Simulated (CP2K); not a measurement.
# C2H6BBr (BMe2Br) at IPEA1-xTB

What is the energy difference between two shapes of C2H6BBr (BMe2Br) at IPEA1-xTB? 

The results are computed with CP2K 2026.2.

2 further runs of the same task are left out: 1 that didn't finish, 1 set aside as unsound or not needed.

## (1) The molecule

The species is C2H6BBr (10 atoms), meant as a singlet with charge 0. As SMILES, `CB(C)Br`. The shape is that of a GFN2-xTB optimisation.

Bond lengths: B1–C2 1.577 Å, B1–C6 1.577 Å, B1–Br10 1.884 Å, C2–H3 1.091 Å, C2–H4 1.091 Å, C2–H5 1.088 Å, C6–H7 1.091 Å, C6–H8 1.090 Å, C6–H9 1.089 Å. Some angles: C2–B1–C6 121.2°, C2–B1–Br10 119.4°, C6–B1–Br10 119.4°, B1–C2–H3 110.9°, B1–C2–H4 111.3°, B1–C2–H5 114.0°, B1–C6–H7 110.5°, B1–C6–H8 111.6°, B1–C6–H9 113.9°, H3–C2–H4 105.3°.

## (2) Energy and forces at IPEA1-xTB

Input file gas.inp:

```
&GLOBAL
   PROJECT_NAME gas
   RUN_TYPE ENERGY_FORCE
   PRINT_LEVEL MEDIUM
&END GLOBAL
&FORCE_EVAL
   METHOD Quickstep
   &DFT
      # Quickstep
      &QS
         METHOD XTB
         EPS_DEFAULT 1.0E-10
         &XTB
            GFN_TYPE TBLITE
            &TBLITE
               METHOD IPEA1
            &END TBLITE
            CHECK_ATOMIC_CHARGES F
         &END XTB
      &END QS
      # no periodic images
      &POISSON
         PERIODIC NONE
         POISSON_SOLVER ANALYTIC
      &END POISSON
      &SCF
         SCF_GUESS ATOMIC
         EPS_SCF 1.0E-06
         MAX_SCF 150
         ADDED_MOS 4
         &DIAGONALIZATION
            ALGORITHM STANDARD
         &END DIAGONALIZATION
         &MIXING
            METHOD DIRECT_P_MIXING
            ALPHA 0.4
         &END MIXING
      &END SCF
      &PRINT
         &MOMENTS
            PERIODIC F
            REFERENCE COM
            MAX_MOMENT 1
         &END MOMENTS
         &MO ON
            ENERGIES T
            OCCUPATION_NUMBERS T
            NDIGITS 6
            &EACH
               QS_SCF 0
            &END EACH
            ADD_LAST NUMERIC
         &END MO
         &HIRSHFELD OFF
         &END HIRSHFELD
      &END PRINT
   &END DFT
   &SUBSYS
      # vacuum box
      &CELL
         ABC 11.9 11.6 9.8
         PERIODIC NONE
      &END CELL
      &COORD
         B      5.884930     5.604865     4.907570
         C      7.461350     5.580645     4.905520
         H      7.858150     6.049615     5.806910
         H      7.864870     6.162935     4.076010
         H      7.888600     4.581445     4.844260
         C      5.088970     6.966055     4.915950
         H      5.268500     7.520025     3.993090
         H      5.425010     7.622525     5.718900
         H      4.011400     6.846175     5.015280
         Br     4.935530     3.977475     4.888810
      &END COORD
   &END SUBSYS
   # extra output
   &PRINT
      &FORCES ON
      &END FORCES
   &END PRINT
&END FORCE_EVAL
```

Started as:

```
$ OMP_NUM_THREADS=1 cp2k.psmp -i gas.inp > gas.out 2>&1
```

What it wrote:

```text
CP2K| version string:                                       CP2K version 2026.2
[...]
 GLOBAL| Method name                                                        CP2K
[...]
 GLOBAL| Run type                                                   ENERGY_FORCE
[...]
                             - Atoms:                                         10
[...]
                             - Spherical basis functions:                     36
[...]
 Number of electrons:                                                         24
[...]
  *** SCF run converged in    15 steps ***
[...]
  Fermi energy:                                                -0.29135028959456
[...]
 TB_DIPOLE| Moment [Debye]          0.42116919       0.72551940      -0.01182528
 TB_DIPOLE| Derivative [a.u.]       0.00000000       0.00000000       0.00000000
[...]
 ENERGY| Total FORCE_EVAL ( QS ) energy [hartree]            -13.711331044554893
 FORCES| Atomic forces [hartree/bohr]
 FORCES|   Atom     x               y               z               |f|
 FORCES|      1  1.18377598E-02  2.02660281E-02  2.61995224E-05   2.34700903E-02
 FORCES|      2 -1.75966248E-03 -3.21068398E-03 -7.12574862E-04   3.72996871E-03
 FORCES|      3  3.94607035E-03  2.72639203E-03  5.54051719E-03   7.32816590E-03
 FORCES|      4  3.99290847E-03  3.27551094E-03 -4.65095812E-03   6.95008643E-03
 FORCES|      5  4.95021702E-03 -4.70440863E-03 -2.60000940E-04   6.83401124E-03
 FORCES|      6 -2.21723543E-03 -3.57988598E-03  9.77484549E-04   4.32286856E-03
 FORCES|      7  2.74958132E-04  4.56948360E-03 -5.53629206E-03   7.18375335E-03
 FORCES|      8  1.08320970E-03  5.45850274E-03  4.49919883E-03   7.15621307E-03
 FORCES|      9 -6.32273765E-03  2.11150118E-03  4.24187657E-04   6.67947481E-03
 FORCES|     10 -1.57854879E-02 -2.69124400E-02 -3.07761762E-04   3.12018553E-02
 FORCES| Sum    -7.63278329E-17 -1.87350135E-16  1.87024875E-17
 FORCES| Total atomic force                                       2.03164452E-16
[...]
```

Run time: 0.45 s. Hardware: 1 thread of Arm Neoverse N1, shared host; peak memory 0.14 GiB.

## (3) The distorted shape, same level

Input file gas.inp:

```
&GLOBAL
  PROJECT gas
  RUN_TYPE ENERGY_FORCE
  PRINT_LEVEL MEDIUM
&END GLOBAL

&FORCE_EVAL
  METHOD QS
  &DFT
    CHARGE 0
    MULTIPLICITY 1
    &QS
      METHOD XTB
      EPS_DEFAULT 1.0E-10
      &XTB
        GFN_TYPE TBLITE
        &TBLITE
          METHOD IPEA1
        &END TBLITE
        CHECK_ATOMIC_CHARGES F
      &END XTB
    &END QS
    ! cluster boundary conditions
    &POISSON
      PERIODIC NONE
      POISSON_SOLVER ANALYTIC
    &END POISSON
    &SCF
      SCF_GUESS ATOMIC
      EPS_SCF 1.0E-06
      MAX_SCF 150
      ADDED_MOS 4
      &DIAGONALIZATION
        ALGORITHM STANDARD
      &END DIAGONALIZATION
      &MIXING
        METHOD DIRECT_P_MIXING
        ALPHA 0.4
      &END MIXING
    &END SCF
    ! extra output
    &PRINT
      &MOMENTS
        PERIODIC F
        REFERENCE COM
        MAX_MOMENT 1
      &END MOMENTS
      &MO ON
        ENERGIES T
        OCCUPATION_NUMBERS T
        NDIGITS 6
        &EACH
          QS_SCF 0
        &END EACH
        ADD_LAST NUMERIC
      &END MO
      &HIRSHFELD OFF
      &END HIRSHFELD
    &END PRINT
  &END DFT
  &SUBSYS
    &CELL
      ABC [angstrom] 11.9 11.7 9.9
      PERIODIC NONE
    &END CELL
    &COORD
      B      5.792964     5.665066     4.982258
      C      7.393490     5.735970     4.895056
      H      7.815814     6.158179     5.879452
      H      7.743521     6.269922     4.155986
      H      7.906468     4.547774     4.963234
      C      5.008529     7.025822     5.020698
      H      5.158761     7.666472     4.020549
      H      5.318256     7.699540     5.799140
      H      3.993532     6.932352     5.086022
      Br     4.855642     4.000460     4.984770
    &END COORD
  &END SUBSYS
  &PRINT
    &FORCES ON
    &END FORCES
  &END PRINT
&END FORCE_EVAL
```

Started as:

```
$ OMP_NUM_THREADS=1 cp2k.psmp -i gas.inp > gas.out 2>&1
```

What it wrote:

```text
CP2K| version string:                                       CP2K version 2026.2
[...]
 GLOBAL| Method name                                                        CP2K
[...]
 GLOBAL| Run type                                                   ENERGY_FORCE
[...]
                             - Atoms:                                         10
[...]
                             - Spherical basis functions:                     36
[...]
 Number of electrons:                                                         24
[...]
  *** SCF run converged in    15 steps ***
[...]
  Fermi energy:                                                -0.29650262185816
[...]
 TB_DIPOLE| Moment [Debye]          0.24732542       0.86430212      -0.00972963
 TB_DIPOLE| Derivative [a.u.]       0.00000000       0.00000000       0.00000000
[...]
 ENERGY| Total FORCE_EVAL ( QS ) energy [hartree]            -13.661108093065751
 FORCES| Atomic forces [hartree/bohr]
 FORCES|   Atom     x               y               z               |f|
 FORCES|      1  2.63465582E-02  1.15840113E-02 -5.19714486E-03   2.92462094E-02
 FORCES|      2 -1.28288039E-02 -1.58321206E-01  1.51165359E-01   2.19274140E-01
 FORCES|      3 -1.46996305E-02 -6.56419395E-03 -3.11075435E-02   3.50263763E-02
 FORCES|      4  5.44898729E-02  6.54033663E-02 -1.01359129E-01   1.32364722E-01
 FORCES|      5 -3.44804545E-02  9.08545205E-02 -1.71058326E-02   9.86714505E-02
 FORCES|      6  5.34041127E-02  3.29849097E-02 -6.45985271E-02   9.00720446E-02
 FORCES|      7 -8.06991601E-04 -3.32484714E-02  4.67781901E-02   5.73960900E-02
 FORCES|      8  9.36410081E-03  1.09359754E-02  1.33060200E-02   1.96043900E-02
 FORCES|      9 -7.71759483E-02 -6.87500240E-03  7.20849340E-03   7.78161618E-02
 FORCES|     10 -3.61281580E-03 -6.75390922E-03  9.10114833E-04   7.71336741E-03
 FORCES| Sum    -2.30718222E-16 -1.04950770E-16 -1.85073311E-16
 FORCES| Total atomic force                                       3.13843421E-16
[...]
```

It took 0.46 s on 1 thread of Arm Neoverse N1, shared host; peak memory 0.14 GiB.

## (4) Summary of results

Level: IPEA1-xTB.

```
                                                  quantity         value
                                 first shape: total energy  -13.71133 Eh
    first shape: dipole moment (from atomic charges alone)        0.84 D
                                  first shape: HOMO energy     -12.04 eV
                                  first shape: LUMO energy      -7.03 eV
                                first shape: HOMO–LUMO gap       5.01 eV
                     first shape: largest force on an atom    1.604 eV/Å
                             distorted shape: total energy  -13.66111 Eh
distorted shape: dipole moment (from atomic charges alone)        0.90 D
                              distorted shape: HOMO energy     -12.09 eV
                              distorted shape: LUMO energy      -7.17 eV
                            distorted shape: HOMO–LUMO gap       4.92 eV
                 distorted shape: largest force on an atom   11.276 eV/Å
                    energy change with the atoms displaced      1.367 eV
```

What this shows: With the atoms displaced the energy rises by 1.37 eV (32 kcal/mol). The first shape isn't relaxed at this level, so the change isn't measured from a minimum. The largest force (first shape) is 1.60 eV/Å: the shape isn't a stationary point for this species at this level. The dipole (first shape) comes from point charges on the atoms alone, without atomic dipoles, so it is partial. The dipole (distorted shape) comes from point charges on the atoms alone, without atomic dipoles, so it is partial.
